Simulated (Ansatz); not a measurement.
# MP2/cc-pVTZ run of F2 (fluorine)

Aim: the electronic atomisation energy of F2 (fluorine) at MP2/cc-pVTZ, from 2 runs. 

The results are computed with Ansatz 0.2.0.

18 further runs of the same task are left out: 18 set aside as unsound or not needed.

## (1) The structure to begin with

The species is F2 (2 atoms), meant as a singlet with charge 0. As SMILES, `FF`. Geometry: relaxed at PBE0-D4/def2-TZVP.

Bond lengths: F1–F2 1.376 Å.

## (2) The energy at MP2/cc-pVTZ

The input, run.yaml:

```yaml
crystal:
  periodic: [false, false, false]
  atoms:
    - {symbol: F, position_ang: [-0.583900, 0.212400, -0.295000]}
    - {symbol: F, position_ang: [0.583900, -0.212400, 0.295000]}
basis:
  gaussian: {orbitals: cc-pVTZ}
correlation: {method: mp2, frozen_orbitals: {F: 1}}
accuracy: high
```

Command:

```console
$ ansatz run run.yaml --threads 1 --pin off --max-ram 3480MiB --events-out events.jsonl --progress --plain --runs-dir runs
```

Standard output:

```text
Warning: RAYON_NUM_THREADS=1 ignored (pool sized by the plan → 1); use --threads N
Functional definition: HF
  name "HF"
  exchange = exact_x
  correlation = 0
852 factors; integrals over basis functions are off by at most 2.5e-9 eV
mean field evaluation 1: about -5407.8479 eV, gradient 2.1e1 eV
mean field evaluation 2: about -5407.8621 eV, gradient 2.1e1 eV
mean field evaluation 4: about -5408.4245 eV, gradient 1.1e0 eV
mean field evaluation 8: about -5408.4266 eV, gradient 7.9e-4 eV
mean field -5408.42664666 eV, -198.7560133014 hartree, gradient 4.5e-8 eV, S^2 0.000000; 0 other end points of the search recorded, 0 dependent functions left out; unrestricted orbitals would lower it
mean field evaluation 16: about -5408.5009 eV, gradient 4.3e-1 eV
2 core orbitals not correlated: weight in the atoms' cores, before any rotation towards them, 1.000 or more for the frozen orbitals, at most 0.000 for the correlated occupied ones
reference -5408.42664666 eV, -198.7560133014 hartree; 7, 7 occupied and 51, 51 virtual orbitals, 852 factors
second order -14.10330238 eV of doubles, -0.00000000 eV of singles
Total energy: -5422.52994904 eV, -199.2743001044 hartree
```

Wall time 0.54 s (1 thread of Intel Xeon Platinum 8488C (Sapphire Rapids), shared host); peak memory 0.11 GiB.

## (3) The F atom, same level

The input, run.yaml:

```yaml
crystal:
  periodic: [false, false, false]
  atoms:
    - symbol: F
      position_ang: [0.000000, 0.000000, 0.000000]
basis:
  gaussian:
    orbitals: cc-pVTZ
correlation:
  method: mp2
  frozen_orbitals: {F: 1}
magnetization:
  spin_polarized: true
  initial_magnetization: 1
accuracy: high
```

Run the same way, it converges to -99.60536 Eh (log not shown).

## (4) What came out

At MP2/cc-pVTZ, 2 core orbitals frozen:

| quantity | value |
| --- | --- |
| molecule: total energy | -199.27430 Eh |
| molecule: correlation energy (2 core orbitals frozen) | -518.3 mEh |
| F atom: total energy | -99.60536 Eh |
| F atom: correlation energy (1 core orbital frozen) | -199.8 mEh |
| F atom: ⟨S²⟩ of the reference determinant | 0.753 |
| electronic atomisation energy | 1.730 eV |

What this shows: Taking the molecule apart into free atoms costs 1.73 eV (167 kJ/mol), before zero-point energy and without spin-orbit coupling. The restricted solution (molecule) is unstable to spin breaking: an unrestricted one lies lower.
